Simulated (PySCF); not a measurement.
# C₃H₇BF₃−: a tour of settings

Aim: see how C₃H₇BF₃− (`CC[BH2-]C(F)(F)F`) answers to the choice of functional, basis, grid and SCF options.

Programs: PySCF 2.14.0, with density-fitted response routines of our own. Each step states its level of theory. These are calculated values for one molecule, in the gas phase or a continuum, unless marked as measured. Atoms count from 0, in the outputs and in this text.

### 1 The molecule as given

14 atoms, charge -1, multiplicity 1; geometry from: GFN2-xTB.

Bonds of the start (Å): C0–C1 1.53, C1–B2 1.64, B2–C3 1.64, C3–F4 1.38, C3–F5 1.37, C3–F6 1.37, C0–H7 1.09, C0–H8 1.10, C0–H9 1.09, C1–H10 1.10, C1–H11 1.10, B2–H12 1.21, B2–H13 1.21.

### 2 Shielding tensors: PBE0/pcSseg-1

The job: settings as JSON, then the geometry in Å.

```
{"job": {"kind": "nmr", "xc": "PBE0", "basis": "pcSseg-1"}, "charge": -1, "multiplicity": 1}
C      2.054093    -0.024440    -0.113653
C      0.614924    -0.532150    -0.107391
B     -0.494696     0.677453    -0.187564
C     -1.978989    -0.020425    -0.172951
F     -3.034318     0.859647    -0.233361
F     -2.242573    -0.884299    -1.207747
F     -2.272288    -0.773010     0.937928
H      2.222002     0.637846     0.734914
H      2.785177    -0.839088    -0.060095
H      2.247187     0.544430    -1.022488
H      0.467794    -1.129058     0.799842
H      0.493076    -1.221237    -0.950767
H     -0.446417     1.404064     0.773419
H     -0.415648     1.299793    -1.217230
```

Level: GIAO PBE0/pcSseg-1 NMR shielding, non-relativistic, gas phase.

Run with:

```
$ OMP_NUM_THREADS=1 python probes_run.py task.json out
```

The driver reads the jobs from task.json and runs them one after another.

Standard output:

```text
coarse grid: 11944 points
cycle   1  E = -442.2433778240  dE =  5.587e-01  |g| = 9.238e-01  |ddm| = 3.023e+00
cycle   2  E = -442.1498800735  dE =  9.350e-02  |g| = 1.235e+00  |ddm| = 1.517e+00
cycle   3  E = -442.4155396145  dE = -2.657e-01  |g| = 8.910e-02  |ddm| = 7.494e-01
cycle   4  E = -442.4174639953  dE = -1.924e-03  |g| = 3.206e-02  |ddm| = 1.228e-01
cycle   5  E = -442.4176900049  dE = -2.260e-04  |g| = 8.946e-03  |ddm| = 3.512e-02
cycle   6  E = -442.4177081280  dE = -1.812e-05  |g| = 2.003e-03  |ddm| = 8.650e-03
cycle   7  E = -442.4177090113  dE = -8.833e-07  |g| = 2.935e-04  |ddm| = 1.739e-03
final grid: 117248 points
cycle   8  E = -442.4786938708  dE = -5.275e-05  |g| = 9.098e-03  |ddm| = 2.720e-02
cycle   9  E = -442.4786819065  dE =  1.196e-05  |g| = 1.231e-02  |ddm| = 1.693e-02
cycle  10  E = -442.4787128323  dE = -3.093e-05  |g| = 7.597e-04  |ddm| = 8.857e-03
cycle  11  E = -442.4787129339  dE = -1.015e-07  |g| = 2.692e-04  |ddm| = 7.748e-04
cycle  12  E = -442.4787129461  dE = -1.222e-08  |g| = 6.996e-05  |ddm| = 2.008e-04
cycle  13  E = -442.4787129472  dE = -1.101e-09  |g| = 1.527e-05  |ddm| = 6.744e-05
cycle  14  E = -442.4787129472  dE = -4.297e-11  |g| = 3.646e-06  |ddm| = 1.253e-05
converged SCF energy = -442.4787129472

GIAO shielding tensors (ppm)
atom      isotropic    diamagn.    paramagn.     s11        s22        s33       span
  0 C      167.031     244.956     -77.925    154.913    159.843    186.338     31.425
  1 C      172.697     246.378     -73.681    169.717    170.795    177.579      7.862
  2 B      130.078     181.972     -51.894    119.607    127.473    143.154     23.547
  3 C       29.810     246.403    -216.593     11.649     11.712     66.069     54.420
  4 F      245.460     473.979    -228.519    131.954    250.911    353.516    221.562
  5 F      251.722     476.053    -224.331    139.447    265.707    350.012    210.565
  6 F      251.651     476.536    -224.885    139.347    265.674    349.932    210.585
  7 H       30.939      30.080       0.859     27.030     29.374     36.411      9.381
  8 H       30.709      29.209       1.500     25.875     28.410     37.843     11.968
  9 H       30.939      29.916       1.023     27.031     29.376     36.409      9.379
 10 H       31.418      32.205      -0.787     26.479     31.932     35.843      9.364
 11 H       31.420      32.037      -0.618     26.482     31.934     35.843      9.361
 12 H       30.817      29.810       1.007     28.207     31.629     32.614      4.407
 13 H       30.819      29.798       1.020     28.209     31.629     32.618      4.409
```

Wall time 25 s (1 thread of Arm Neoverse N1, shared host); peak memory 0.71 GiB.

The references, computed at this level on geometries of the same kind, shield at (ppm): 1H TMS 31.72, 13C TMS 186.9, 19F CFCl3 170.9, 11B BF3·OEt2 100.1. Their shielding less the atom's gives the shift. The references are single molecules in the gas phase, so shifts against H2O, NH3, PH3, H3PO4 or CFCl3 are not on the usual liquid scales and can be off by tens of ppm. Atoms listed in one row are averaged.

| atoms | environment | σ (ppm) | δ (ppm) |
| --- | --- | --- | --- |
| C3 | CF3 carbon | 29.8 | 157.1 |
| C0 | methyl carbon | 167.0 | 19.9 |
| C1 | sp3 CH2 bonded to B | 172.7 | 14.2 |
| H12, H13 | hydrogen on a boron bonded to 2 C | 30.82 | 0.90 |
| H7, H8, H9 | hydrogen on a methyl carbon | 30.86 | 0.85 |
| H10, H11 | hydrogen on an sp3 CH2 bonded to B | 31.42 | 0.30 |
| B2 | boron bonded to 2 C, 2 H | 130.1 | -30.0 |
| F4, F5, F6 | fluorine of a CF3 group | 249.6 | -78.7 |

Charges from the same density, by scheme (e):

| atoms | Mulliken | IAO | Hirshfeld | ESP fit |
| --- | --- | --- | --- | --- |
| C0 | -0.27 | -0.40 | -0.14 | -0.27 |
| C1 | -0.46 | -0.36 | -0.16 | 0.34 |
| B2 | 0.09 | -0.36 | -0.15 | -0.23 |
| C3 | 0.63 | 0.69 | 0.17 | 0.49 |
| F4, F5, F6 | -0.34 | -0.33 | -0.16 | -0.27 |

Mayer bond orders: C0–C1 1.07, C1–B2 0.88, B2–C3 0.87, C3–F4 0.91, C3–F5 0.90, C3–F6 0.90.

### 3 TDDFT and polarisability: PBE0/def2-SVPD

The job, as its differences from that of step 2:

```diff
@@ -1,2 +1,2 @@
-{"job": {"kind": "nmr", "xc": "PBE0", "basis": "pcSseg-1"}, "charge": -1, "multiplicity": 1}
+{"job": {"kind": "uv", "xc": "PBE0", "basis": "def2-SVPD", "nstates": 6, "ntriplets": 2}, "charge": -1, "multiplicity": 1}
 C      2.054093    -0.024440    -0.113653
```

With the program's defaults for keys left out, this is: TDDFT PBE0/def2-SVPD, vertical, gas phase, core orbitals frozen in the response.

Standard output:

```text
coarse grid: 11944 points
cycle   1  E = -441.9859129597  dE =  5.079e-01  |g| = 8.662e-01  |ddm| = 4.444e+00
cycle   2  E = -441.8950609683  dE =  9.085e-02  |g| = 1.157e+00  |ddm| = 2.309e+00
cycle   3  E = -442.1504883868  dE = -2.554e-01  |g| = 8.325e-02  |ddm| = 1.224e+00
cycle   4  E = -442.1521471115  dE = -1.659e-03  |g| = 2.976e-02  |ddm| = 1.863e-01
cycle   5  E = -442.1523606647  dE = -2.136e-04  |g| = 8.079e-03  |ddm| = 5.691e-02
cycle   6  E = -442.1523760261  dE = -1.536e-05  |g| = 2.095e-03  |ddm| = 1.237e-02
cycle   7  E = -442.1523770189  dE = -9.929e-07  |g| = 2.626e-04  |ddm| = 2.912e-03
final grid: 117248 points
cycle   8  E = -442.2142823302  dE = -4.497e-05  |g| = 9.357e-03  |ddm| = 9.985e-02
cycle   9  E = -442.2142680694  dE =  1.426e-05  |g| = 1.279e-02  |ddm| = 2.725e-02
cycle  10  E = -442.2143022404  dE = -3.417e-05  |g| = 7.130e-04  |ddm| = 1.327e-02
cycle  11  E = -442.2143023366  dE = -9.625e-08  |g| = 2.532e-04  |ddm| = 1.099e-03
cycle  12  E = -442.2143023488  dE = -1.217e-08  |g| = 6.145e-05  |ddm| = 3.331e-04
cycle  13  E = -442.2143023496  dE = -8.016e-10  |g| = 2.078e-05  |ddm| = 9.848e-05
converged SCF energy = -442.2143023496

Static polarisability (au): isotropic 67.430, principal 61.692 65.029 75.569

Singlet excitations
state   eV       nm        f      main configurations
  1   6.2564    198.2   0.00312   H->L 0.98
  2   6.4074    193.5   0.02083   H-1->L 0.97
  3   6.9174    179.2   0.04722   H-2->L 0.90
  4   6.9572    178.2   0.01518   H->L+1 0.91
  5   7.0188    176.6   0.03034   H-1->L+1 0.94
  6   7.2017    172.2   0.06044   H->L+2 0.95

Triplet excitations (Tamm-Dancoff, eV): 6.1217 6.2677
```

It took 41 s on 1 thread of Arm Neoverse N1, shared host; peak memory 0.77 GiB.

Frontier orbitals and where they lie:

| orbital | eV | atoms |
| --- | --- | --- |
| HOMO−3 | -5.16 | C1 27 %, C0 21 %, H10 11 % |
| HOMO−2 | -3.52 | B2 28 %, C3 21 %, F6 9 % |
| HOMO−1 | -3.11 | B2 36 %, H12 20 %, H13 20 % |
| HOMO | -3.02 | C1 35 %, B2 27 %, C0 8 % |
| LUMO | 4.30 | B2 27 %, C0 25 %, H8 11 % |
| LUMO+1 | 4.87 | B2 30 %, C0 13 %, H8 12 % |
| LUMO+2 | 5.25 | F6 12 %, F5 12 %, C1 12 % |

With each of the 6 states as a Gaussian band of 0.4 eV half-width at 1/e, the curve within the window shown has maxima at 176 nm (ε 5,700) L/(mol cm). Beyond the last state computed it falls off for lack of states. The curve at chosen wavelengths:

| nm | ε (L/mol/cm) |
| --- | --- |
| 165 | 2004 |
| 167 | 2908 |
| 169 | 3860 |
| 171 | 4722 |
| 173 | 5357 |
| 176 | 5703 |
| 178 | 5514 |
| 180 | 5060 |
| 182 | 4444 |
| 184 | 3774 |
| 186 | 3136 |
| 188 | 2582 |
| 190 | 2130 |
| 193 | 1620 |
| 195 | 1361 |
| 197 | 1142 |
| 199 | 948 |
| 201 | 774 |
| 203 | 617 |
| 205 | 479 |
| 207 | 362 |
| 210 | 225 |
| 212 | 158 |
| 214 | 108 |
| 216 | 72 |
| 218 | 47 |

Further results of this job:

| property | computed |
| --- | --- |
| polarisability (Å³) | 9.99 |
| HOMO–LUMO gap (eV) | 7.32 |
| −ε(HOMO) (eV) | 3.02 |

### 4 NMR shieldings: PBE0/IGLO-II in methanol

The job, as its differences from that of step 3:

```diff
@@ -1,2 +1,2 @@
-{"job": {"kind": "uv", "xc": "PBE0", "basis": "def2-SVPD", "nstates": 6, "ntriplets": 2}, "charge": -1, "multiplicity": 1}
+{"job": {"kind": "nmr", "xc": "PBE0", "basis": "IGLO-II", "solvent": "methanol", "pop": false}, "charge": -1, "multiplicity": 1}
 C      2.054093    -0.024440    -0.113653
```

Method: GIAO PBE0/IGLO-II NMR shielding, non-relativistic, IEF-PCM methanol.

Standard output:

```text
coarse grid: 11944 points
cycle   1  E = -442.5340813022  dE =  4.850e-01  |g| = 9.501e-01  |ddm| = 2.662e+00
cycle   2  E = -442.4333494061  dE =  1.007e-01  |g| = 1.293e+00  |ddm| = 1.269e+00
cycle   3  E = -442.7076818823  dE = -2.743e-01  |g| = 9.043e-02  |ddm| = 6.511e-01
cycle   4  E = -442.7095419984  dE = -1.860e-03  |g| = 3.858e-02  |ddm| = 1.083e-01
cycle   5  E = -442.7098691367  dE = -3.271e-04  |g| = 8.775e-03  |ddm| = 3.285e-02
cycle   6  E = -442.7098861634  dE = -1.703e-05  |g| = 2.064e-03  |ddm| = 7.606e-03
cycle   7  E = -442.7098871090  dE = -9.457e-07  |g| = 3.203e-04  |ddm| = 1.624e-03
final grid: 117248 points
cycle   8  E = -442.7269411449  dE = -9.690e-05  |g| = 8.476e-03  |ddm| = 2.580e-02
cycle   9  E = -442.7269329657  dE =  8.179e-06  |g| = 1.096e-02  |ddm| = 1.251e-02
cycle  10  E = -442.7269571651  dE = -2.420e-05  |g| = 8.725e-04  |ddm| = 6.515e-03
cycle  11  E = -442.7269572667  dE = -1.016e-07  |g| = 3.351e-04  |ddm| = 7.242e-04
cycle  12  E = -442.7269572854  dE = -1.871e-08  |g| = 7.943e-05  |ddm| = 2.207e-04
cycle  13  E = -442.7269572868  dE = -1.375e-09  |g| = 1.782e-05  |ddm| = 6.885e-05
cycle  14  E = -442.7269572868  dE = -5.889e-11  |g| = 3.918e-06  |ddm| = 1.385e-05
converged SCF energy = -442.7269572868

GIAO shielding tensors (ppm)
atom      isotropic    diamagn.    paramagn.     s11        s22        s33       span
  0 C      171.691     240.539     -68.848    160.671    164.176    190.226     29.555
  1 C      177.131     240.472     -63.342    172.373    175.029    183.990     11.617
  2 B      131.308     185.060     -53.752    119.544    129.188    145.192     25.648
  3 C       31.639     240.758    -209.119     13.765     13.941     67.211     53.446
  4 F      245.826     471.698    -225.871    132.142    247.415    357.922    225.779
  5 F      251.463     473.968    -222.504    139.376    261.608    353.406    214.030
  6 F      251.410     474.467    -223.057    139.307    261.591    353.332    214.025
  7 H       31.286      29.847       1.439     27.164     29.741     36.953      9.789
  8 H       30.776      29.138       1.638     25.941     28.347     38.040     12.099
  9 H       31.286      29.832       1.455     27.165     29.743     36.952      9.787
 10 H       31.741      31.356       0.385     26.724     32.187     36.312      9.589
 11 H       31.744      31.361       0.383     26.728     32.193     36.313      9.585
 12 H       31.261      31.206       0.055     28.775     32.163     32.844      4.069
 13 H       31.262      31.226       0.035     28.777     32.160     32.848      4.072
```

Wall time 30 s (1 thread of Arm Neoverse N1, shared host); peak memory 0.9 GiB.

This run: σ C3 31.6, C0 171.7, C1 177.1, B2 131.3, H7 31.12, H12 31.26 ppm (means over like atoms).

### 5 Nuclear shieldings: BHandHLYP/pcSseg-1

The job, as its differences from that of step 4:

```diff
@@ -1,2 +1,2 @@
-{"job": {"kind": "nmr", "xc": "PBE0", "basis": "IGLO-II", "solvent": "methanol", "pop": false}, "charge": -1, "multiplicity": 1}
+{"job": {"kind": "nmr", "xc": "BHandHLYP", "basis": "pcSseg-1", "pop": false, "scf": {"damp": 0.1, "guess": "atom"}}, "charge": -1, "multiplicity": 1}
 C      2.054093    -0.024440    -0.113653
```

With the program's defaults for keys left out, this is: GIAO BHandHLYP/pcSseg-1 NMR shielding, non-relativistic, gas phase.

Standard output:

```text
damping 0.10 in the first 6 cycles
final grid: 117248 points
cycle   1  E = -442.4562698053  dE =  1.539e+00  |g| = 1.103e+00  |ddm| = 3.116e+00
cycle   2  E = -442.5938637043  dE = -1.376e-01  |g| = 8.174e-01  |ddm| = 1.560e+00
cycle   3  E = -442.6531964658  dE = -5.933e-02  |g| = 6.475e-01  |ddm| = 1.035e+00
cycle   4  E = -442.6835188164  dE = -3.032e-02  |g| = 5.207e-01  |ddm| = 7.474e-01
cycle   5  E = -442.7023505998  dE = -1.883e-02  |g| = 4.305e-01  |ddm| = 5.875e-01
cycle   6  E = -442.7002272018  dE =  2.123e-03  |g| = 4.500e-01  |ddm| = 5.049e-01
cycle   7  E = -442.6985722022  dE =  1.655e-03  |g| = 4.711e-01  |ddm| = 5.066e-01
cycle   8  E = -442.7363390785  dE = -3.777e-02  |g| = 1.395e-02  |ddm| = 2.434e-01
cycle   9  E = -442.7363815990  dE = -4.252e-05  |g| = 3.369e-03  |ddm| = 1.309e-02
cycle  10  E = -442.7363838066  dE = -2.208e-06  |g| = 4.122e-04  |ddm| = 2.713e-03
cycle  11  E = -442.7363838465  dE = -3.995e-08  |g| = 1.233e-04  |ddm| = 4.107e-04
cycle  12  E = -442.7363838502  dE = -3.727e-09  |g| = 3.883e-05  |ddm| = 1.579e-04
cycle  13  E = -442.7363838505  dE = -2.410e-10  |g| = 1.341e-05  |ddm| = 3.318e-05
converged SCF energy = -442.7363838505

GIAO shielding tensors (ppm)
atom      isotropic    diamagn.    paramagn.     s11        s22        s33       span
  0 C      166.944     243.906     -76.962    155.390    160.051    185.389     29.999
  1 C      172.510     245.938     -73.428    169.364    170.707    177.458      8.095
  2 B      129.731     180.122     -50.391    119.678    127.010    142.504     22.826
  3 C       33.576     245.627    -212.052     12.945     13.001     74.781     61.836
  4 F      261.850     474.521    -212.671    146.659    270.736    368.155    221.496
  5 F      267.742     476.650    -208.908    154.028    284.289    364.909    210.881
  6 F      267.687     477.141    -209.455    153.953    284.272    364.835    210.882
  7 H       31.131      30.173       0.958     27.146     29.584     36.663      9.517
  8 H       30.950      29.305       1.644     26.178     28.672     38.000     11.822
  9 H       31.131      29.995       1.136     27.147     29.585     36.662      9.515
 10 H       31.658      32.398      -0.740     26.707     32.147     36.122      9.415
 11 H       31.660      32.202      -0.542     26.709     32.150     36.122      9.412
 12 H       31.071      29.944       1.128     28.410     31.880     32.924      4.513
 13 H       31.073      29.915       1.157     28.412     31.880     32.927      4.515
```

Wall time 26 s (1 thread of Arm Neoverse N1, shared host); peak memory 0.78 GiB.

In short: δ C3 153.0, C0 19.6, C1 14.1, B2 -25.8, H7 0.83, H12 0.82 ppm (means over like atoms).

### 6 TDDFT and polarisability: KT2/6-31++G** in tetrahydrofuran

The job, as its differences from that of step 5:

```diff
@@ -1,2 +1,2 @@
-{"job": {"kind": "nmr", "xc": "BHandHLYP", "basis": "pcSseg-1", "pop": false, "scf": {"damp": 0.1, "guess": "atom"}}, "charge": -1, "multiplicity": 1}
+{"job": {"kind": "uv", "xc": "KT2", "basis": "6-31++G**", "solvent": "tetrahydrofuran", "nstates": 25, "ntriplets": 0, "tda": true}, "charge": -1, "multiplicity": 1}
 C      2.054093    -0.024440    -0.113653
```

Level: TDA KT2/6-31++G**, vertical, IEF-PCM tetrahydrofuran (non-equilibrium linear response), core orbitals frozen in the response.

Standard output:

```text
coarse grid: 11944 points
cycle   1  E = -449.2612573391  dE =  4.908e-01  |g| = 1.063e+00  |ddm| = 3.306e+00
cycle   2  E = -448.8578476068  dE =  4.034e-01  |g| = 1.817e+00  |ddm| = 4.283e+00
cycle   3  E = -449.5003428070  dE = -6.425e-01  |g| = 1.378e-01  |ddm| = 2.740e+00
cycle   4  E = -449.5049782744  dE = -4.635e-03  |g| = 5.203e-02  |ddm| = 3.870e-01
cycle   5  E = -449.5056452560  dE = -6.670e-04  |g| = 1.629e-02  |ddm| = 1.495e-01
cycle   6  E = -449.5057088249  dE = -6.357e-05  |g| = 4.241e-03  |ddm| = 2.790e-02
cycle   7  E = -449.5057125944  dE = -3.769e-06  |g| = 8.327e-04  |ddm| = 4.797e-03
final grid: 117248 points
cycle   8  E = -449.4555243975  dE = -1.153e-04  |g| = 2.165e-02  |ddm| = 1.419e-01
cycle   9  E = -449.4553435547  dE =  1.808e-04  |g| = 3.904e-02  |ddm| = 5.186e-02
cycle  10  E = -449.4556041969  dE = -2.606e-04  |g| = 9.335e-04  |ddm| = 3.353e-02
cycle  11  E = -449.4556044064  dE = -2.095e-07  |g| = 2.407e-04  |ddm| = 1.752e-03
cycle  12  E = -449.4556044205  dE = -1.411e-08  |g| = 5.900e-05  |ddm| = 4.756e-04
cycle  13  E = -449.4556044211  dE = -5.479e-10  |g| = 3.199e-05  |ddm| = 1.149e-04
cycle  14  E = -449.4556044212  dE = -1.834e-10  |g| = 5.376e-06  |ddm| = 2.981e-05
converged SCF energy = -449.4556044212

Static polarisability (au): isotropic 84.189, principal 80.022 83.473 89.071

Singlet excitations
state   eV       nm        f      main configurations
  1   5.6578    219.1   0.00468   H->L 0.99
  2   6.0186    206.0   0.00701   H-1->L 1.00
  3   6.1221    202.5   0.00982   H->L+1 0.98
  4   6.2791    197.5   0.07855   H->L+2 0.92, H-2->L 0.08
  5   6.3058    196.6   0.03474   H-2->L 0.90
  6   6.4055    193.6   0.02733   H->L+3 0.99
  7   6.4677    191.7   0.00622   H-1->L+1 1.00
  8   6.6541    186.3   0.04713   H-1->L+2 0.99
  9   6.7461    183.8   0.00783   H-2->L+1 0.96
 10   6.7806    182.9   0.03479   H-1->L+3 0.82, H->L+4 0.14
 11   6.8254    181.7   0.09107   H->L+4 0.83, H-1->L+3 0.11
 12   6.9135    179.3   0.08334   H-2->L+2 0.95
 13   7.0201    176.6   0.03250   H-2->L+3 0.99
 14   7.1185    174.2   0.00655   H->L+5 0.98
 15   7.1464    173.5   0.00125   H->L+6 0.86, H-1->L+4 0.13
 16   7.1704    172.9   0.01198   H-1->L+4 0.86, H->L+6 0.13
 17   7.3975    167.6   0.00722   H->L+7 0.92
 18   7.4169    167.2   0.00490   H->L+8 0.97
 19   7.4563    166.3   0.01477   H-2->L+4 0.89
 20   7.4972    165.4   0.00092   H-1->L+5 0.96
 21   7.5201    164.9   0.00022   H-3->L 0.98
 22   7.5453    164.3   0.05451   H-1->L+6 0.95
 23   7.7334    160.3   0.01085   H-2->L+5 0.86, H-1->L+8 0.12
 24   7.7517    159.9   0.00971   H-1->L+7 0.88, H-2->L+6 0.11
 25   7.8108    158.7   0.03356   H-2->L+6 0.87, H-1->L+7 0.11
```

It took 28 s on 1 thread of Arm Neoverse N1, shared host; peak memory 0.61 GiB.

In short: HOMO -5.33 eV, LUMO 0.32 eV; lowest singlet 5.66 eV.

### 7 Comparing the runs: NMR shifts

Isotropic shieldings (ppm) of some atoms, chosen among heavy atoms and hydrogens apart, means over like atoms, with basis size and wall time:

| run | C3 | C0 | C1 | H12 | H10 | B2 | F4 | functions | time |
| --- | --- | --- | --- | --- | --- | --- | --- | --- | --- |
| PBE0/pcSseg-1 | 29.8 | 167.0 | 172.7 | 30.82 | 31.42 | 130.1 | 249.6 | 154 | 25 s |
| PBE0/IGLO-II in methanol | 31.6 | 171.7 | 177.1 | 31.26 | 31.74 | 131.3 | 249.6 | 196 | 30 s |
| BHandHLYP/pcSseg-1 | 33.6 | 166.9 | 172.5 | 31.07 | 31.66 | 129.7 | 265.8 | 154 | 26 s |

### 8 Side by side: electronic excitations

Excitations and ground-state properties, with basis size and wall time:

| run | lowest singlet (eV) | brightest (eV) | f | gap (eV) | α (Å³) | functions | time |
| --- | --- | --- | --- | --- | --- | --- | --- |
| PBE0/def2-SVPD | 6.26 | 7.20 | 0.060 | 7.32 | 9.99 | 205 | 41 s |
| KT2/6-31++G** in tetrahydrofuran | 5.66 | 6.83 | 0.091 | 5.65 | 12.48 | 168 | 28 s |

### 9 Outcome

| quantity | value |
| --- | --- |
| 13C shifts against TMS (PBE0/pcSseg-1) | 157.1, 19.9, 14.2 ppm |
| 1H shifts against TMS (PBE0/pcSseg-1, means over atoms taken as alike) | 0.90, 0.85, 0.30 ppm |
| 11B shifts against BF3·OEt2 (PBE0/pcSseg-1) | -30.0 ppm |
| 19F shifts against CFCl3 (PBE0/pcSseg-1, means over atoms taken as alike) | -78.7 ppm |
| lowest singlet (PBE0/def2-SVPD) | 6.26 eV (198 nm), f = 0.003 |
| brightest single state of those computed | state 6, 7.20 eV, f = 0.060 |
| lowest triplet | 6.12 eV |
| range of the shielding of F4 | 249.6 to 265.8 ppm |
| range of the lowest singlet | 5.66 to 6.26 eV |

Single values in the summary come from the first run of each kind that ended normally (PBE0/pcSseg-1; PBE0/def2-SVPD), which need not be the best level. At PBE0/pcSseg-1: The widest tensor belongs to F4, F5, F6: span 214 ppm, with a paramagnetic part of -226 ppm. The first singlet state (HOMO→LUMO 0.98) lies at 6.26 eV and is weak; of the 6 states computed, the strongest absorption comes from state 6 at 7.20 eV (the last computed, so partners may be missing). The lowest triplet lies 0.13 eV below the lowest singlet (triplets in Tamm-Dancoff, singlets in full TDDFT). The lowest singlet lies above −ε(HOMO); no detachment energy was computed, so the anion's states may not be bound. Across the 3 runs the shielding of F4 (with its like atoms) moves most, between 249.6 (PBE0/IGLO-II in methanol) and 265.8 ppm (BHandHLYP/pcSseg-1). The lowest singlet runs from 5.66 eV (KT2/6-31++G** in tetrahydrofuran) to 6.26 eV (PBE0/def2-SVPD), while the orbital gap spans 5.65 to 7.32 eV. The lowest state need not be the same one in every run. The runs solved for a few states only, so the brightest column depends on that window.
